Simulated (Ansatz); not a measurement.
**CH₄F₂O₂Sn: a ladder of functionals and wavefunction methods**

The task here is to estimate one member of a computed series from the others.

Computed with Ansatz 0.2.0, Gaussian basis. Level: functionals in def2-TZVPP, the program's frozen cores in correlated methods.

The runs, in order: LDA (SPW92), PBE-D4, revPBE-D4, BLYP-D4, r2SCAN-D4, B97M-V, PBE0-D4, B3LYP-D4, r2SCANh-D4, r2SCAN0-D4, HSE06-D4, BHLYP-D4, CAM-B3LYP-D4, LC-ωPBE, ωB97X-V, ωB97M-V, B2PLYP, PBE-QIDH; CCSD(T)/def2-SVP; CCSD(T)/def2-TZVPP; CCSD(T)/def2-QZVPP; extrapolation to the limit; RPA on PBE.

### Structure used throughout

All runs share one geometry, relaxed beforehand with PBE0-D4 in a triple-zeta def2 set. Sn takes the def2 core potential; no spin-orbit term is included.

SMILES `C[O][Sn]([OH])([F])[F]`, 10 atoms, charge 0, spin multiplicity 1.

Atoms are counted from 1 here; the program's logs count them from 0.

Bond lengths: C1–O2 1.420 Å, C1–H7 1.092 Å, C1–H8 1.095 Å, C1–H9 1.095 Å, O2–Sn3 1.920 Å, Sn3–O4 1.931 Å, Sn3–F5 1.902 Å, Sn3–F6 1.890 Å, O4–H10 0.962 Å. Angles: O2–C1–H7 106.8°, O2–C1–H8 111.8°, O2–C1–H9 112.2°, H7–C1–H8 108.4°, H7–C1–H9 108.4°, H8–C1–H9 109.0°, C1–O2–Sn3 120.8°, O2–Sn3–O4 112.3°, O2–Sn3–F5 112.5°, O2–Sn3–F6 106.9°, O4–Sn3–F5 107.7°, O4–Sn3–F6 111.8°, F5–Sn3–F6 105.5°, Sn3–O4–H10 112.9°.

The first run:

The input, in.yaml:

```yaml
crystal:
  periodic: [false, false, false]
  atoms:
    - {symbol: C, position_ang: [-0.221377, -1.747878, 0.213839]}
    - {symbol: O, position_ang: [-0.437262, -0.567080, 0.972632]}
    - {symbol: Sn, position_ang: [-0.145828, 1.165053, 0.197914]}
    - {symbol: O, position_ang: [1.600525, 1.320797, -0.610311]}
    - {symbol: F, position_ang: [-1.437463, 1.593098, -1.131453]}
    - {symbol: F, position_ang: [-0.398146, 2.433919, 1.575782]}
    - {symbol: H, position_ang: [-0.359752, -2.589842, 0.894606]}
    - {symbol: H, position_ang: [-0.942263, -1.842793, -0.604627]}
    - {symbol: H, position_ang: [0.792608, -1.797302, -0.195913]}
    - {symbol: H, position_ang: [1.632160, 1.980825, -1.309573]}
basis:
  gaussian: {orbitals: def2-TZVPP}
hamiltonian: {xc: lda}
output: {orbitals: {seedname: orbitals}}
```

Steps of the session up to this table: LDA; PBE-D4 (GGA); revPBE-D4 (GGA); BLYP-D4 (GGA); r2SCAN-D4 (meta-GGA); B97M-V (meta-GGA); PBE0-D4 (hybrid); B3LYP-D4 (hybrid); r2SCANh-D4 (hybrid); r2SCAN0-D4 (hybrid); HSE06-D4 (hybrid); BHLYP-D4 (hybrid); CAM-B3LYP-D4 (range-separated); LC-ωPBE (range-separated); ωB97X-V (range-separated); ωB97M-V (range-separated); B2PLYP (double hybrid); PBE-QIDH (double hybrid).

One of the session's tables, all rows but one given; the rest of the session is left out.

It belongs to the step «Frontier levels by functional». 

| functional | HOMO (eV) | LUMO (eV) | gap (eV) |
| --- | --- | --- | --- |
| LDA (SPW92) | -7.36 | -3.79 | 3.57 |
| PBE-D4 | -7.19 | -3.40 | 3.79 |
| revPBE-D4 | -7.12 | -3.24 | 3.88 |
| BLYP-D4 | -7.12 | -3.38 | 3.74 |
| r2SCAN-D4 | -7.55 | -3.16 | 4.40 |
| B97M-V | -7.66 | -3.20 | 4.46 |
| PBE0-D4 | -8.85 | -2.40 | 6.45 |
| B3LYP-D4 | -8.61 | -2.77 | 5.84 |
| r2SCANh-D4 | -8.17 | -2.80 | 5.37 |
| r2SCAN0-D4 | -9.11 | -2.26 | 6.85 |
| HSE06-D4 | ? | ? | ? |
| BHLYP-D4 | -10.47 | -1.44 | 9.03 |
| CAM-B3LYP-D4 | -10.35 | -1.42 | 8.93 |
| LC-ωPBE | -11.68 | 0.00 | 11.69 |
| ωB97X-V | -11.35 | -0.17 | 11.18 |
| ωB97M-V | -11.28 | -0.33 | 10.95 |

**Question.** Estimate the row for HSE06-D4.

**Answer.** HOMO (eV): -8.44; LUMO (eV): -2.77; gap (eV): 5.66. In the column «HOMO (eV)» it lies between B3LYP-D4 (-8.61) and r2SCANh-D4 (-8.17).
